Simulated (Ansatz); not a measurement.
# FGa: the cost of one run

All numbers are computed with Ansatz 0.2.0, driven from Python. The levels of theory stand in the script.

**1. The structure**

Bond lengths: Ga1–F2 1.820 Å.

The script holds or builds the structure itself.

**2. Script**

File cas_fga.py:

```python
import ansatz as az

BASIS = "def2-SVP"

geometry_ang = [
    ("Ga", (0.0, 0.0, 0.0)),
    ("F", (0.0, 0.0, 1.82)),
]
molecule = az.Crystal.molecule()
for symbol, xyz in geometry_ang:
    molecule = molecule.atom(symbol, xyz)

base = molecule.calculation().basis(gaussian=BASIS).correlation(active_electrons=4, active_orbitals=5)
for method in [None, "sc_nevpt2", "fic_mrcisd_q"]:
    r = (base if method is None else base.correlation(method)).run(threads=1).report
    space = r["configurations"]
    state = space["states"][0]
    print(method or "casscf", f"total {r['free_energy_ev'] / 27.211386246:.6f} Ha, active-space state {state['energy']['hartree']:.6f} Ha, mean field {r['reference_energy_ev'] / 27.211386246:.6f} Ha")
    print("  determinants", state["n_determinants"], " natural occupations", [round(n, 3) for n in space["natural_occupations"]])
print("effectively unpaired electrons, sum of min(n, 2 - n):", round(sum(min(n, 2 - n) for n in space["natural_occupations"]), 3))
```

**3. The calls as engine input**

The package turns the script's settings into the engine's input (first run):

```yaml
crystal:
  periodic: [false, false, false]
  atoms:
    - { symbol: Ga, position_ang: [0.0, 0.0, 0.0] }
    - { symbol: F, position_ang: [0.0, 0.0, 1.82] }
basis:
  gaussian:
    orbitals: def2-SVP
correlation:
  active_space:
    window:
      electrons: 4
      orbitals: 5
```

**4. The run**

On the command line:

```sh
$ python cas_fga.py
```

**Question.** How long does this script take on 1 thread of Arm Neoverse V1, shared host, and how much memory does it need?

About 12 s, with a peak of 0.19 GiB.
